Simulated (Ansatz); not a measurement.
# BrH₃O₂Sn: taking an electron away

One table from this session's results is given with a row withheld; the runs are named, their logs left out.

Method: unrestricted cation, the program's frozen cores in correlated methods; program: Ansatz 0.2.0, Gaussian basis.

The runs, in order: UKS PBE-D4/def2-TZVPP; UKS r2SCAN-D4/def2-TZVPP; UKS PBE0-D4/def2-TZVPP; UKS B3LYP-D4/def2-TZVPP; UKS wB97X-V/def2-TZVPP; UKS wB97M-V/def2-TZVPP; UKS B2PLYP/def2-TZVPP; UHF-CCSD(T)/def2-TZVPP; UHF-MP2/def2-QZVPP; extrapolation to the limit; then −ε(HOMO) from the neutral's earlier runs with LDA (SPW92), PBE-D4, revPBE-D4, BLYP-D4, r2SCAN-D4, B97M-V, PBE0-D4, B3LYP-D4, r2SCANh-D4, r2SCAN0-D4, HSE06-D4, BHLYP-D4, CAM-B3LYP-D4, LC-ωPBE, ωB97X-V, ωB97M-V.

### The relaxed structure

An earlier PBE0-D4 in a triple-zeta def2 set relaxation fixed the geometry. Sn takes the def2 core potential; no spin-orbit term is included.

SMILES `[OH][SnH]([OH])[Br]`, 7 atoms, charge 0, spin multiplicity 1.

Atoms are counted from 1 here; the program's logs count them from 0.

Bond lengths: O1–Sn2 1.949 Å, O1–H5 0.961 Å, Sn2–O3 1.942 Å, Sn2–Br4 2.474 Å, Sn2–H6 1.690 Å, O3–H7 0.961 Å. Angles: Sn2–O1–H5 112.4°, O1–Sn2–O3 107.2°, O1–Sn2–Br4 105.2°, O1–Sn2–H6 113.9°, O3–Sn2–Br4 109.9°, O3–Sn2–H6 107.7°, Br4–Sn2–H6 112.8°, Sn2–O3–H7 113.2°.

The first run:

in.yaml

```yaml
crystal:
  periodic: [false, false, false]
  atoms:
    - {symbol: O, position_ang: [-0.118831, 1.589425, -0.496439]}
    - {symbol: Sn, position_ang: [-0.060091, -0.075843, 0.514788]}
    - {symbol: O, position_ang: [1.535363, -1.032450, -0.043889]}
    - {symbol: Br, position_ang: [-2.078653, -1.325898, -0.179678]}
    - {symbol: H, position_ang: [-0.913554, 1.664762, -1.031801]}
    - {symbol: H, position_ang: [0.032575, 0.142398, 2.187648]}
    - {symbol: H, position_ang: [1.664389, -1.030395, -0.996228]}
basis:
  gaussian: {orbitals: def2-TZVPP}
total_charge: 1
magnetization: {spin_polarized: true, initial_magnetization: 1}
hamiltonian: {xc: pbe, dispersion: d4}
```

The run is started by

```console
$ ansatz run in.yaml --threads 2 --pin off --events-out ev --progress --plain --max-ram 22528MiB --backend cpu
```

Steps of the session up to this table: Cation, UKS PBE-D4/def2-TZVPP; Cation, UKS r2SCAN-D4/def2-TZVPP; Cation, UKS PBE0-D4/def2-TZVPP; Cation, UKS B3LYP-D4/def2-TZVPP; Cation, UKS wB97X-V/def2-TZVPP; Cation, UKS wB97M-V/def2-TZVPP; Cation, UKS B2PLYP (frozen core)/def2-TZVPP; Cation, UHF-CCSD(T)/def2-TZVPP; Cation, UHF-MP2/def2-QZVPP.

One of the session's tables, all rows but one given; the rest of the session is left out.

Orbital estimates, from the neutral's runs:

| functional | −ε(HOMO) (eV) |
| --- | --- |
| LDA (SPW92) | 7.45 |
| PBE-D4 | 7.27 |
| revPBE-D4 | 7.21 |
| BLYP-D4 | 7.13 |
| r2SCAN-D4 | 7.65 |
| B97M-V | 7.72 |
| PBE0-D4 | 8.68 |
| B3LYP-D4 | 8.40 |
| r2SCANh-D4 | 8.17 |
| r2SCAN0-D4 | 8.92 |
| HSE06-D4 | 8.28 |
| BHLYP-D4 | 9.86 |
| CAM-B3LYP-D4 | 10.03 |
| LC-ωPBE | ? |
| ωB97X-V | 11.06 |
| ωB97M-V | 10.92 |

Estimate the missing values for LC-ωPBE.

The run gave: −ε(HOMO) (eV): 11.44. In the column «−ε(HOMO) (eV)» it is the highest.
